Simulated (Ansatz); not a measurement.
**C₂H₃Cl₂NSi: basis-set convergence**

An exercise on one series of results from a longer session: the logs are not shown, and one member is left open.

Program: Ansatz 0.2.0, Gaussian basis. Level of theory: one geometry, several basis sets. These are calculated values, not measurements.

Levels to be run: PBE0-D4/def2-SVP; ωB97M-V/def2-SVP; PBE0-D4/def2-QZVPP; ωB97M-V/def2-QZVPP; CCSD(T)/cc-pV(D+d)Z; CCSD(T)/cc-pV(T+d)Z; MP2/cc-pV(Q+d)Z; the functionals' def2-TZVPP values are taken from earlier runs.

## The geometry

All runs share one geometry, relaxed beforehand with PBE0-D4 in a triple-zeta def2 set.

SMILES `C[Si](Cl)(Cl)C#N`, 9 atoms, charge 0, spin multiplicity 1.

Atoms are counted from 1 here; the program's logs count them from 0.

Bond lengths: C1–Si2 1.838 Å, C1–H7 1.092 Å, C1–H8 1.092 Å, C1–H9 1.092 Å, Si2–Cl3 2.032 Å, Si2–Cl4 2.032 Å, Si2–C5 1.846 Å, C5–N6 1.151 Å. Angles: Si2–C1–H7 110.0°, Si2–C1–H8 110.1°, Si2–C1–H9 110.0°, H7–C1–H8 108.9°, H7–C1–H9 108.9°, H8–C1–H9 108.9°, C1–Si2–Cl3 111.8°, C1–Si2–Cl4 111.8°, C1–Si2–C5 110.1°, Cl3–Si2–Cl4 109.8°, Cl3–Si2–C5 106.6°, Cl4–Si2–C5 106.6°, Si2–C5–N6 177.8°.

The first run:

Contents of in.yaml:

```yaml
crystal:
  periodic: [false, false, false]
  atoms:
    - {symbol: C, position_ang: [-0.370985, -0.883291, 0.851091]}
    - {symbol: Si, position_ang: [0.355976, 0.022394, -0.573600]}
    - {symbol: Cl, position_ang: [2.380508, -0.146165, -0.620100]}
    - {symbol: Cl, position_ang: [-0.426956, -0.601320, -2.342019]}
    - {symbol: C, position_ang: [-0.018958, 1.824361, -0.438588]}
    - {symbol: N, position_ang: [-0.274131, 2.940652, -0.317439]}
    - {symbol: H, position_ang: [0.046521, -0.505181, 1.786768]}
    - {symbol: H, position_ang: [-0.148928, -1.949234, 0.770507]}
    - {symbol: H, position_ang: [-1.454645, -0.748318, 0.866180]}
basis:
  gaussian: {orbitals: def2-SVP}
hamiltonian: {xc: pbe0, dispersion: d4}
output: {orbitals: {seedname: orbitals}}
```

Started as:

```sh
$ ansatz run in.yaml --threads 2 --pin off --events-out ev --progress --plain --max-ram 22528MiB --backend cpu
```

Steps of the session up to this table: PBE0-D4 in def2-SVP; ωB97M-V in def2-SVP; PBE0-D4 in def2-QZVPP; ωB97M-V in def2-QZVPP.

One table of the session follows, with a row left open; its other results are not shown here.

| functional | basis | HOMO (eV) |
| --- | --- | --- |
| PBE0-D4 | def2-SVP | ? |
| PBE0-D4 | def2-TZVPP | -9.66 |
| PBE0-D4 | def2-QZVPP | -9.68 |
| ωB97M-V | def2-SVP | -11.76 |
| ωB97M-V | def2-TZVPP | -11.92 |
| ωB97M-V | def2-QZVPP | -11.95 |

Estimate the missing values for PBE0-D4, def2-SVP.

**Answer.** HOMO (eV): -9.55. In the column «HOMO (eV)» it is the highest.
